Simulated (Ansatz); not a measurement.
Task: a frozen displacement of one atom of Cd, space group P6_3/mmc, with Ansatz 0.2.0, Python API. Give the script and its output. Level of theory (first run): LDA, PAW, cutoff 510 eV, 11×11×5 k-points, cold smearing of 0.1 eV.

```yaml
crystal:
  lattice:
    - [2.97887, 0.00000, 0.00000]
    - [-1.48944, 2.57978, 0.00000]
    - [0.00000, 0.00000, 5.61765]
  atoms:
    - { symbol: Cd, position: [0.33333, 0.66667, 0.25000] }
    - { symbol: Cd, position: [0.66667, 0.33333, 0.75000] }
```

`run_push.py`
```python
# -*- coding: utf-8 -*-
import ansatz as az
import numpy as np

xtal = (
    az.Lattice.of((2.97887, 0.0, 0.0), (-1.489435, 2.579777, 0.0), (0.0, 0.0, 5.61765))
    .atom("Cd", (1 / 3, 2 / 3, 0.25))
    .atom("Cd", (2 / 3, 1 / 3, 0.75))
)

inverse = np.linalg.inv(np.array(xtal.lattice.vectors))
home = np.array(xtal.sites[1].position)
values = np.linspace(-0.02, 0.02, 5)
energies, pulls = [], []
for shift in values:
    moved = xtal.move(1, to=home + shift * inverse[1])
    job = moved.calculation()
    job = job.functional("lda")
    job = job.kpoints(11, 11, 5, center="gamma")
    job = job.pseudopotentials("paw")
    job = job.basis(510).occupations("cold", width=0.1)
    job = job.forces()
    data = job.run(threads=1, pin="off").report
    energies.append(data["free_energy_ev"])
    pulls.append(data["forces_ev_ang"][1][1])

print("shift (A)   dE (eV)   force along y (eV/A)")
for shift, e, f in zip(values, energies, pulls):
    print(f"{shift:8.3f} {e - energies[2]:10.5f} {f:12.4f}")
print(f"stiffness from energies {2 * np.polyfit(values, energies, 2)[0]:.3f}, from forces {-np.polyfit(values, pulls, 1)[0]:.3f} eV/A^2")
```

```console
$ python run_push.py
shift (A)   dE (eV)   force along y (eV/A)
  -0.020    0.00005       0.0046
  -0.010    0.00001       0.0023
   0.000    0.00000      -0.0000
   0.010    0.00001      -0.0023
   0.020    0.00005      -0.0045
stiffness from energies 0.228, from forces 0.228 eV/A^2
```

What to keep in mind:
- For a metal this k-point mesh is coarse: on a finer one energies can move by several to tens of meV an atom and pressures by half a GPa or more, differences at one mesh by less.
- In a metal a curvature from energy changes of a few meV or less hangs on mesh and smearing, in size and even in sign.
- All periodic images of the atom move with it, so the curvature is one diagonal element of the zone-centre force constants and no normal mode; a positive value doesn't exclude soft modes in which several atoms move.
- Timing: 24 s on 1 thread of Arm Neoverse V1 (shared host), peak memory 0.44 GiB.
